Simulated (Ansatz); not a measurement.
Runs of Ansatz 0.2.0 on CaSi2Sb2. The structure is trigonal, space group P-3m1 (No. 164). Conventional cell: a = 4.997 Å, b = 4.997 Å, c = 5.862 Å, α = 90.00°, β = 90.00°, γ = 120.00°. Ca (site symmetry -3m) has 6 Si at 3.25 Å and 6 Sb at 3.31 Å as nearest neighbours. Si (site symmetry 3m) has 5 Sb at 2.73 to 3.13 Å as nearest neighbours. Sb (site symmetry 3m) is surrounded by 5 Si at 2.73 to 3.13 Å. The cell was built by a generator and needn't be a form met in nature.

| task | level | cell | cutoff (eV) | points for each segment of the path | gap on the mesh (eV) | pressure (GPa) | largest force (eV/Å) |
| --- | --- | --- | --- | --- | --- | --- | --- |
| band structure | r2SCAN | as given | 500 | 14 | none | (a) | 0.11 |
| band structure | RPBE | as given | 420 | 14 | none | 1.3 | 0.12 |
| relaxation of cell and atoms | revPBE | relaxed | 420 | - | none | 0.0 | - |
| band structure | BLYP | as given | 420 | 14 | none | 3.9 | 0.14 |
| band structure | revPBE | as given | 420 | 14 | none | (b) | 0.11 |

Alike in all rows: potentials or basis Ansatz PAW; no spin polarisation; k mesh 5 × 5 × 4; smearing fermi-dirac 0.05 eV.

Q: Fill in the values left out.

A: (a) -0.8; (b) 1.0.

Caveats: the PAW data sets come from PBE, with cores solved anew for the run's functional, which leaves a small shift of forces and pressure; spin-orbit coupling is left out, which moves the levels of the heavy elements (some runs); the plane-wave basis is chosen anew once the cell has moved, so the energies of steps on either side of that aren't comparable (some runs).

A k mesh can miss the band edges, and the runs leave out spin-orbit coupling on Sb.

A gap of «none» marks a metal or a gap under the smearing width.
